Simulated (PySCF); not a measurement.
# ClOYb (Yb(O)(Cl)): the cost of one run

Computed with PySCF 2.14.0. Level: PBE0, Yb lcecp-1-SVP with ECP59, O def2-SVP, Cl def2-SVP; scalar-relativistic core potentials, no spin–orbit coupling.

**1. The system as given**

3 atoms, charge 0, spin multiplicity 1.

Bond lengths: Yb1–O2 1.774 Å, Yb1–Cl3 2.565 Å. Angles: O2–Yb1–Cl3 131.8°.

Coordinates:

```mol
ClOYb
  3D, bonds by distance, orders not assigned

  3  2  0  0  0  0  0  0  0  0999 V2000
    0.0000    0.0000    0.0000 Yb  0  0
    1.6194    0.0000    0.7247 O   0  0
   -2.3408    0.0000    1.0476 Cl  0  0
  1  2  8  0
  1  3  8  0
M  END
```

Formal oxidation states: Yb +3. Each metal's 13 4f electrons lie in its core potential, so multiplicities, spins and levels count the valence alone.

**2. SCF at the start, singlet**

run.py (the lines that set the calculation) reads:

```python
mol = gto.M(atom='''
Yb     0.00000     0.00000     0.00000
O      1.61940     0.00000     0.72470
Cl    -2.34080     0.00000     1.04760''',
    basis={'Yb': 'lcecp-1-SVP', 'O': 'def2-SVP', 'Cl': 'def2-SVP'},
    ecp={'Yb': 'lcecp-1-SVP'},
    charge=0, spin=0)
mf = dft.RKS(mol, xc='PBE0')
mf.grids.atom_grid = (50, 194)  # f atoms: unpruned, at least (60, 302)
mf = mf.density_fit()  # fitting sets: Yb AutoAux, O def2-universal-JKFIT, Cl def2-universal-JKFIT
mf.conv_tol = 1e-08; mf.max_cycle = 55
mf.kernel(dm0)  # dm0: free metal ions and neutral atoms
```

The run is started by

```sh
OMP_NUM_THREADS=2 python run.py
```

**Question.** How long does this run take on 2 threads of Arm Neoverse V1, shared host, and how much memory does it need?

About 1.9 s, with a peak of 0.32 GiB.
